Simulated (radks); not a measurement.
# Valence configurations of Mg

The task here is to estimate one member of a computed series from the others.

Program: radks (a radial shooting solver on a logarithmic mesh, Libxc functionals) version 1. Level of theory: non-relativistic Kohn-Sham, LDA (Slater exchange, Perdew-Wang correlation), spin-polarised, spherical densities, point nucleus; open shells are filled with parallel spins first. These are calculated values, not measurements, unless marked.

## The atom as given

| Item | Value |
| --- | --- |
| element | magnesium (Z = 12) |
| charge | 0 |
| electrons | 12 |
| configuration | [Ne] 3s2 |
| others tried | 3s1 3p1; 3s1.5 3p0.5; 3s0.5 3p1.5; 3p2 |

The outer shells:

Mg
```
[Ne] core
3s [↑↓]
```

Set-up of the first run:

Settings of this run:

```text
Z 12
configuration [Ne] 3s2
relativity non-relativistic
functional lda,pw
spin polarised
nucleus point
```

Among the steps run: [Ne] 3s2.

One of the session's tables, all rows but one given; the rest of the session is left out.

It belongs to the step «[Ne] 3s2». Radial moments (bohr):

```
level     <r>  outermost maximum (interpolated)  90 % within  nodes
   1s       ?                                 ?            ?      ?
   2s  0.7026                             0.550         1.12      1
   2p  0.6911                             0.478         1.18      0
   3s   3.136                              2.52         4.86      2
```

**Question.** Estimate the row for 1s.

As computed: <r>: 0.1314; outermost maximum (interpolated): 0.0857; 90 % within: 0.235; nodes: 0. In the column «<r>» it is the lowest.
